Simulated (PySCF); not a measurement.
# A gas-phase reaction: ClFGeH2O + F → ClFGeHO + FH

Wanted: the reaction energy for `[OH][GeH]([F])[Cl]` + `[F-]` → `[O-][GeH]([F])[Cl]` + `F`.

Computed with PySCF 2.14.0; each step states its level. No surroundings beyond the atoms listed, unless a continuum is named. Atoms count from 0, parts from 1.

## 1. The system as given

Each species was relaxed by itself at PBE0-D3(BJ)/def2-SVPD.

## 2. Reaction energy: wB97M-D3(BJ)/def2-TZVPD

What the job is given:

```
{"job": {"kind": "react", "xc": "wB97M-D3(BJ)", "basis": "def2-TZVPD"}, "charge": 0, "multiplicity": 1}
-1 ClFGeH2O charge 0 multiplicity 1
O     -0.445400     0.743960    -1.133520
Ge     0.357210    -0.149100     0.142900
F     -0.538670    -1.612740     0.435830
Cl     0.258840     0.934060     1.994180
H     -1.316240     1.088980    -0.910100
H      1.775710    -0.489910    -0.277900

-1 F charge -1 multiplicity 1
F      0.000000     0.000000     0.000000

+1 ClFGeHO charge -1 multiplicity 1
O     -0.930260    -1.250900    -0.813710
Ge    -0.160960    -0.071160     0.069470
F     -0.363690     1.614210    -0.521890
Cl     2.107150    -0.149870     0.042540
H     -0.415410     0.139330     1.581840

+1 FH charge 0 multiplicity 1
F      0.458380    -0.032700     0.022360
H     -0.458380     0.032700    -0.022360
```

With the program's defaults for keys left out, this is: wB97M-D3(BJ)/def2-TZVPD reaction energy of separated species, gas phase.

Command:

```
> OMP_NUM_THREADS=1 python cluster_run.py task.json out
```

One launch serves the whole session: the jobs run in the order shown.

What it wrote:

```text
species 1 (ClFGeH2O)
coarse grid: 29160 points
cycle   1  E = -2713.5991522884  dE = -3.296e-01  |g| = 1.088e+00  |ddm| = 1.910e+00
cycle   2  E = -2713.5491037434  dE =  5.005e-02  |g| = 1.342e+00  |ddm| = 1.282e+00
cycle   3  E = -2713.7798320415  dE = -2.307e-01  |g| = 6.347e-02  |ddm| = 6.553e-01
cycle   4  E = -2713.7805654706  dE = -7.334e-04  |g| = 3.741e-02  |ddm| = 7.126e-02
cycle   5  E = -2713.7807834307  dE = -2.180e-04  |g| = 6.566e-03  |ddm| = 2.410e-02
cycle   6  E = -2713.7807954766  dE = -1.205e-05  |g| = 2.627e-03  |ddm| = 9.065e-03
cycle   7  E = -2713.7807972106  dE = -1.734e-06  |g| = 7.113e-04  |ddm| = 3.115e-03
final grid: 58344 points
cycle   8  E = -2713.7806100333  dE = -3.000e-07  |g| = 7.598e-04  |ddm| = 2.486e-03
cycle   9  E = -2713.7806100198  dE =  1.350e-08  |g| = 9.227e-04  |ddm| = 8.168e-04
cycle  10  E = -2713.7806101370  dE = -1.172e-07  |g| = 5.267e-05  |ddm| = 3.918e-04
cycle  11  E = -2713.7806101393  dE = -2.245e-09  |g| = 2.833e-05  |ddm| = 1.244e-04
cycle  12  E = -2713.7806101396  dE = -3.374e-10  |g| = 7.590e-06  |ddm| = 4.451e-05
converged SCF energy = -2713.7806101396

species 2 (F)
coarse grid: 5304 points
cycle   1  E = -99.7735595435  dE = -1.701e-01  |g| = 8.390e-01  |ddm| = 3.042e-01
cycle   2  E = -99.4217741307  dE =  3.518e-01  |g| = 1.736e+00  |ddm| = 1.187e+00
cycle   3  E = -99.9129072191  dE = -4.911e-01  |g| = 3.879e-02  |ddm| = 7.668e-01
cycle   4  E = -99.9130379075  dE = -1.307e-04  |g| = 2.144e-02  |ddm| = 3.124e-02
cycle   5  E = -99.9130976974  dE = -5.979e-05  |g| = 1.450e-03  |ddm| = 8.861e-03
cycle   6  E = -99.9130979605  dE = -2.631e-07  |g| = 2.299e-04  |ddm| = 4.862e-04
final grid: 11608 points
cycle   7  E = -99.9130859017  dE =  1.872e-09  |g| = 2.255e-04  |ddm| = 1.777e-04
cycle   8  E = -99.9130858948  dE =  6.925e-09  |g| = 3.200e-04  |ddm| = 1.966e-04
cycle   9  E = -99.9130859089  dE = -1.404e-08  |g| = 1.900e-06  |ddm| = 1.112e-04
cycle  10  E = -99.9130859089  dE = -1.251e-12  |g| = 7.399e-08  |ddm| = 3.603e-06
converged SCF energy = -99.9130859089

species 3 (ClFGeHO)
coarse grid: 26688 points
cycle   1  E = -2712.9331851434  dE = -5.103e-01  |g| = 1.303e+00  |ddm| = 1.810e+00
cycle   2  E = -2712.3829705472  dE =  5.502e-01  |g| = 2.171e+00  |ddm| = 2.040e+00
cycle   3  E = -2713.2152990010  dE = -8.323e-01  |g| = 2.845e-01  |ddm| = 1.414e+00
cycle   4  E = -2713.2281007488  dE = -1.280e-02  |g| = 1.023e-01  |ddm| = 1.930e-01
cycle   5  E = -2713.2295602013  dE = -1.459e-03  |g| = 2.139e-02  |ddm| = 5.457e-02
cycle   6  E = -2713.2296494161  dE = -8.921e-05  |g| = 8.212e-03  |ddm| = 1.986e-02
cycle   7  E = -2713.2296641406  dE = -1.472e-05  |g| = 2.047e-03  |ddm| = 8.274e-03
cycle   8  E = -2713.2296653248  dE = -1.184e-06  |g| = 7.719e-04  |ddm| = 2.558e-03
final grid: 52968 points
cycle   9  E = -2713.2295866364  dE = -2.823e-07  |g| = 7.161e-04  |ddm| = 1.939e-03
cycle  10  E = -2713.2295865805  dE =  5.593e-08  |g| = 1.016e-03  |ddm| = 9.018e-04
cycle  11  E = -2713.2295867543  dE = -1.739e-07  |g| = 1.135e-04  |ddm| = 5.596e-04
cycle  12  E = -2713.2295867585  dE = -4.140e-09  |g| = 5.881e-05  |ddm| = 1.216e-04
cycle  13  E = -2713.2295867605  dE = -2.087e-09  |g| = 2.072e-05  |ddm| = 1.448e-04
cycle  14  E = -2713.2295867606  dE = -1.055e-10  |g| = 5.066e-06  |ddm| = 2.550e-05
converged SCF energy = -2713.2295867606

species 4 (FH)
coarse grid: 7776 points
cycle   1  E = -100.4688231581  dE = -9.407e-02  |g| = 4.644e-01  |ddm| = 6.197e-01
cycle   2  E = -100.4725045696  dE = -3.681e-03  |g| = 5.038e-01  |ddm| = 3.808e-01
cycle   3  E = -100.5053177880  dE = -3.281e-02  |g| = 2.574e-02  |ddm| = 1.678e-01
cycle   4  E = -100.5053937652  dE = -7.598e-05  |g| = 5.006e-03  |ddm| = 1.077e-02
cycle   5  E = -100.5053984061  dE = -4.641e-06  |g| = 4.334e-04  |ddm| = 3.766e-03
final grid: 16976 points
cycle   6  E = -100.5053930855  dE = -6.402e-08  |g| = 1.041e-04  |ddm| = 8.204e-04
cycle   7  E = -100.5053930890  dE = -3.454e-09  |g| = 7.755e-05  |ddm| = 2.166e-04
cycle   8  E = -100.5053930898  dE = -7.887e-10  |g| = 2.112e-05  |ddm| = 3.712e-05
converged SCF energy = -100.5053930898

Reaction energy = -25.486 kcal/mol
```

Wall time 28 s (1 thread of Arm Neoverse V1, shared host); peak memory 0.69 GiB.

Species by species (with the dispersion term, which the log's SCF energies lack):

```
 ν             species  energy (Eh)  HOMO (eV)
-1  [OH][GeH]([F])[Cl]  -2713.78547     -11.96
-1                [F-]    -99.91309      -2.89
+1  [O-][GeH]([F])[Cl]  -2713.23354      -4.97
+1                   F   -100.50563     -14.54
```

## 3. Energies of the species: PBE0-D3(BJ)/def2-TZVPD

The job, as its differences from that of step 2:

```diff
@@ -1,2 +1,2 @@
-{"job": {"kind": "react", "xc": "wB97M-D3(BJ)", "basis": "def2-TZVPD"}, "charge": 0, "multiplicity": 1}
+{"job": {"kind": "react", "xc": "PBE0", "basis": "def2-TZVPD", "disp": "d3bj"}, "charge": 0, "multiplicity": 1}
 -1 ClFGeH2O charge 0 multiplicity 1
```

With the program's defaults for keys left out, this is: PBE0-D3(BJ)/def2-TZVPD reaction energy of separated species, gas phase.

What it wrote:

```text
species 1 (ClFGeH2O)
coarse grid: 29160 points
cycle   1  E = -2712.9030669934  dE = -2.333e-01  |g| = 1.158e+00  |ddm| = 1.950e+00
cycle   2  E = -2712.5357939728  dE =  3.673e-01  |g| = 1.927e+00  |ddm| = 1.695e+00
cycle   3  E = -2713.0891304884  dE = -5.533e-01  |g| = 1.628e-01  |ddm| = 1.134e+00
cycle   4  E = -2713.0932109903  dE = -4.081e-03  |g| = 6.453e-02  |ddm| = 1.417e-01
cycle   5  E = -2713.0937755147  dE = -5.645e-04  |g| = 1.297e-02  |ddm| = 3.934e-02
cycle   6  E = -2713.0938003989  dE = -2.488e-05  |g| = 6.673e-03  |ddm| = 1.052e-02
cycle   7  E = -2713.0938076172  dE = -7.218e-06  |g| = 1.429e-03  |ddm| = 3.818e-03
final grid: 58344 points
cycle   8  E = -2713.0936956111  dE =  8.311e-08  |g| = 1.891e-03  |ddm| = 2.614e-03
cycle   9  E = -2713.0936949252  dE =  6.859e-07  |g| = 2.847e-03  |ddm| = 2.580e-03
cycle  10  E = -2713.0936962367  dE = -1.311e-06  |g| = 2.731e-04  |ddm| = 1.515e-03
cycle  11  E = -2713.0936962510  dE = -1.428e-08  |g| = 4.507e-05  |ddm| = 1.711e-04
cycle  12  E = -2713.0936962512  dE = -2.615e-10  |g| = 6.517e-06  |ddm| = 3.034e-05
converged SCF energy = -2713.0936962512

species 2 (F)
coarse grid: 1088 points
cycle   1  E = -99.6480299908  dE = -8.108e-02  |g| = 8.599e-01  |ddm| = 3.156e-01
cycle   2  E = -97.8823061729  dE =  1.766e+00  |g| = 3.110e+00  |ddm| = 2.037e+00
cycle   3  E = -99.7922027745  dE = -1.910e+00  |g| = 7.027e-02  |ddm| = 1.718e+00
cycle   4  E = -99.7924511220  dE = -2.483e-04  |g| = 5.277e-02  |ddm| = 6.585e-02
cycle   5  E = -99.7928802840  dE = -4.292e-04  |g| = 8.706e-03  |ddm| = 1.832e-02
cycle   6  E = -99.7928921043  dE = -1.182e-05  |g| = 1.037e-03  |ddm| = 3.146e-03
cycle   7  E = -99.7928922756  dE = -1.713e-07  |g| = 4.564e-06  |ddm| = 4.256e-04
final grid: 11608 points
cycle   8  E = -99.7963210859  dE = -3.387e-06  |g| = 9.094e-04  |ddm| = 3.670e-03
cycle   9  E = -99.7963207951  dE =  2.908e-07  |g| = 1.611e-03  |ddm| = 9.527e-04
cycle  10  E = -99.7963211908  dE = -3.957e-07  |g| = 1.338e-04  |ddm| = 7.234e-04
cycle  11  E = -99.7963211937  dE = -2.821e-09  |g| = 9.473e-06  |ddm| = 6.123e-05
cycle  12  E = -99.7963211937  dE = -1.552e-11  |g| = 5.050e-07  |ddm| = 4.784e-06
converged SCF energy = -99.7963211937

species 3 (ClFGeHO)
coarse grid: 26688 points
cycle   1  E = -2712.2227175131  dE = -3.478e-01  |g| = 1.367e+00  |ddm| = 1.855e+00
cycle   2  E = -2709.4272000053  dE =  2.796e+00  |g| = 3.485e+00  |ddm| = 5.107e+00
cycle   3  E = -2712.4240878807  dE = -2.997e+00  |g| = 7.552e-01  |ddm| = 4.889e+00
cycle   4  E = -2712.5293799628  dE = -1.053e-01  |g| = 2.552e-01  |ddm| = 5.581e-01
cycle   5  E = -2712.5372145350  dE = -7.835e-03  |g| = 9.239e-02  |ddm| = 1.420e-01
cycle   6  E = -2712.5385526677  dE = -1.338e-03  |g| = 3.217e-02  |ddm| = 6.044e-02
cycle   7  E = -2712.5387375009  dE = -1.848e-04  |g| = 7.842e-03  |ddm| = 1.919e-02
cycle   8  E = -2712.5387500363  dE = -1.254e-05  |g| = 2.042e-03  |ddm| = 4.682e-03
cycle   9  E = -2712.5387508944  dE = -8.581e-07  |g| = 2.763e-04  |ddm| = 1.456e-03
final grid: 52968 points
cycle  10  E = -2712.5388042370  dE = -9.487e-08  |g| = 5.034e-04  |ddm| = 1.080e-03
cycle  11  E = -2712.5388040573  dE =  1.797e-07  |g| = 1.098e-03  |ddm| = 8.686e-04
cycle  12  E = -2712.5388042826  dE = -2.253e-07  |g| = 1.281e-04  |ddm| = 6.418e-04
cycle  13  E = -2712.5388042855  dE = -2.873e-09  |g| = 2.438e-05  |ddm| = 8.303e-05
cycle  14  E = -2712.5388042856  dE = -9.550e-11  |g| = 6.890e-06  |ddm| = 1.567e-05
converged SCF energy = -2712.5388042856

species 4 (FH)
coarse grid: 1712 points
cycle   1  E = -100.3540695570  dE = -3.604e-02  |g| = 4.957e-01  |ddm| = 6.253e-01
cycle   2  E = -100.3145539094  dE =  3.952e-02  |g| = 7.430e-01  |ddm| = 5.125e-01
cycle   3  E = -100.3937907130  dE = -7.924e-02  |g| = 2.284e-02  |ddm| = 2.892e-01
cycle   4  E = -100.3938662767  dE = -7.556e-05  |g| = 4.204e-03  |ddm| = 9.787e-03
cycle   5  E = -100.3938682602  dE = -1.983e-06  |g| = 3.554e-04  |ddm| = 1.247e-03
final grid: 16976 points
cycle   6  E = -100.3948393773  dE = -1.851e-05  |g| = 3.979e-03  |ddm| = 7.440e-03
cycle   7  E = -100.3948374727  dE =  1.905e-06  |g| = 5.470e-03  |ddm| = 3.337e-03
cycle   8  E = -100.3948415192  dE = -4.046e-06  |g| = 9.991e-05  |ddm| = 2.003e-03
cycle   9  E = -100.3948415205  dE = -1.296e-09  |g| = 1.785e-05  |ddm| = 3.945e-05
cycle  10  E = -100.3948415205  dE = -4.800e-11  |g| = 3.046e-06  |ddm| = 1.028e-05
converged SCF energy = -100.3948415205

Reaction energy = -27.091 kcal/mol
```

Wall time 19 s (1 thread of Arm Neoverse V1, shared host); peak memory 0.61 GiB.

Reaction energy at this level: -27.09 kcal/mol.

## 4. Reaction energy: MP2/def2-TZVPD

The job, as its differences from that of step 3:

```diff
@@ -1,2 +1,2 @@
-{"job": {"kind": "react", "xc": "PBE0", "basis": "def2-TZVPD", "disp": "d3bj"}, "charge": 0, "multiplicity": 1}
+{"job": {"kind": "react", "xc": "MP2", "basis": "def2-TZVPD"}, "charge": 0, "multiplicity": 1}
 -1 ClFGeH2O charge 0 multiplicity 1
```

Method: MP2/def2-TZVPD reaction energy of separated species, gas phase.

What it wrote:

```text
species 1 (ClFGeH2O)
final grid: 58344 points
cycle   1  E = -2710.4244346022  dE = -4.857e-01  |g| = 8.098e-01  |ddm| = 1.881e+00
cycle   2  E = -2710.5016280257  dE = -7.719e-02  |g| = 5.919e-01  |ddm| = 7.527e-01
cycle   3  E = -2710.5461792999  dE = -4.455e-02  |g| = 4.456e-02  |ddm| = 2.957e-01
cycle   4  E = -2710.5469470630  dE = -7.678e-04  |g| = 1.568e-02  |ddm| = 6.333e-02
cycle   5  E = -2710.5470351043  dE = -8.804e-05  |g| = 4.094e-03  |ddm| = 2.032e-02
cycle   6  E = -2710.5470437378  dE = -8.634e-06  |g| = 1.231e-03  |ddm| = 6.275e-03
cycle   7  E = -2710.5470449093  dE = -1.172e-06  |g| = 4.309e-04  |ddm| = 2.227e-03
cycle   8  E = -2710.5470450015  dE = -9.213e-08  |g| = 1.794e-04  |ddm| = 5.670e-04
cycle   9  E = -2710.5470450128  dE = -1.132e-08  |g| = 2.806e-05  |ddm| = 2.263e-04
cycle  10  E = -2710.5470450132  dE = -4.011e-10  |g| = 1.003e-05  |ddm| = 4.920e-05
converged SCF energy = -2710.5470450132

species 2 (F)
final grid: 11608 points
cycle   1  E = -99.3592696078  dE = -3.000e-01  |g| = 7.108e-01  |ddm| = 3.059e-01
cycle   2  E = -99.3903756058  dE = -3.111e-02  |g| = 6.853e-01  |ddm| = 5.988e-01
cycle   3  E = -99.4557536270  dE = -6.538e-02  |g| = 2.437e-02  |ddm| = 2.430e-01
cycle   4  E = -99.4558111344  dE = -5.751e-05  |g| = 6.431e-03  |ddm| = 1.091e-02
cycle   5  E = -99.4558164541  dE = -5.320e-06  |g| = 3.885e-04  |ddm| = 2.877e-03
cycle   6  E = -99.4558165090  dE = -5.484e-08  |g| = 8.773e-05  |ddm| = 6.183e-04
cycle   7  E = -99.4558165112  dE = -2.184e-09  |g| = 5.920e-06  |ddm| = 1.392e-04
cycle   8  E = -99.4558165112  dE = -7.446e-12  |g| = 2.351e-07  |ddm| = 6.363e-06
converged SCF energy = -99.4558165112

species 3 (ClFGeHO)
final grid: 52968 points
cycle   1  E = -2709.7825980391  dE = -7.359e-01  |g| = 9.960e-01  |ddm| = 1.786e+00
cycle   2  E = -2709.8247907798  dE = -4.219e-02  |g| = 9.500e-01  |ddm| = 1.170e+00
cycle   3  E = -2709.9747584864  dE = -1.500e-01  |g| = 8.505e-02  |ddm| = 5.700e-01
cycle   4  E = -2709.9762978871  dE = -1.539e-03  |g| = 4.130e-02  |ddm| = 8.122e-02
cycle   5  E = -2709.9766610246  dE = -3.631e-04  |g| = 7.099e-03  |ddm| = 3.321e-02
cycle   6  E = -2709.9766834475  dE = -2.242e-05  |g| = 2.472e-03  |ddm| = 1.094e-02
cycle   7  E = -2709.9766864009  dE = -2.953e-06  |g| = 8.280e-04  |ddm| = 3.307e-03
cycle   8  E = -2709.9766869858  dE = -5.849e-07  |g| = 2.350e-04  |ddm| = 1.695e-03
cycle   9  E = -2709.9766870340  dE = -4.827e-08  |g| = 7.523e-05  |ddm| = 5.510e-04
cycle  10  E = -2709.9766870378  dE = -3.815e-09  |g| = 3.370e-05  |ddm| = 1.395e-04
cycle  11  E = -2709.9766870384  dE = -6.039e-10  |g| = 1.520e-05  |ddm| = 4.883e-05
converged SCF energy = -2709.9766870384

species 4 (FH)
final grid: 16976 points
cycle   1  E = -100.0371211193  dE = -1.649e-01  |g| = 4.007e-01  |ddm| = 6.032e-01
cycle   2  E = -100.0578885206  dE = -2.077e-02  |g| = 2.336e-01  |ddm| = 2.533e-01
cycle   3  E = -100.0646346430  dE = -6.746e-03  |g| = 2.356e-02  |ddm| = 8.091e-02
cycle   4  E = -100.0647520645  dE = -1.174e-04  |g| = 6.199e-03  |ddm| = 1.253e-02
cycle   5  E = -100.0647677746  dE = -1.571e-05  |g| = 1.459e-03  |ddm| = 5.121e-03
cycle   6  E = -100.0647690474  dE = -1.273e-06  |g| = 2.290e-04  |ddm| = 1.848e-03
cycle   7  E = -100.0647690818  dE = -3.438e-08  |g| = 1.958e-05  |ddm| = 4.211e-04
cycle   8  E = -100.0647690819  dE = -1.846e-10  |g| = 2.360e-06  |ddm| = 2.495e-05
converged SCF energy = -100.0647690819

Reaction energy = -28.956 kcal/mol
```

Wall time 7.8 s (1 thread of Arm Neoverse V1, shared host); peak memory 0.48 GiB.

Reaction energy at this level: -28.96 kcal/mol.

## 5. Side by side

Energies in kcal/mol, with wall time:

```csv
run,reaction,time
wB97M-D3(BJ)/def2-TZVPD,-25.49,28 s
PBE0-D3(BJ)/def2-TZVPD,-27.09,19 s
MP2/def2-TZVPD,-28.96,7.8 s
```

## 6. Outcome

| quantity | value |
| --- | --- |
| reaction energy (wB97M-D3(BJ)/def2-TZVPD) | -25.49 kcal/mol |
| ΔH, ΔG at 298 K (xTB thermal terms) | -26.6, -27.9 kcal/mol |
| range of the reaction energy over the runs of this table | -28.96 to -25.49 kcal/mol |

The reaction is exothermic by 26.6 kcal/mol in the gas phase; dispersion gives +0.42, and xTB itself gave -30.99 for the electronic energy (xTB energies and thermal terms come from the earlier relaxation of each species, not shown). No barrier was sought. The reaction energy runs from -28.96 (MP2/def2-TZVPD) to -25.49 kcal/mol (wB97M-D3(BJ)/def2-TZVPD).
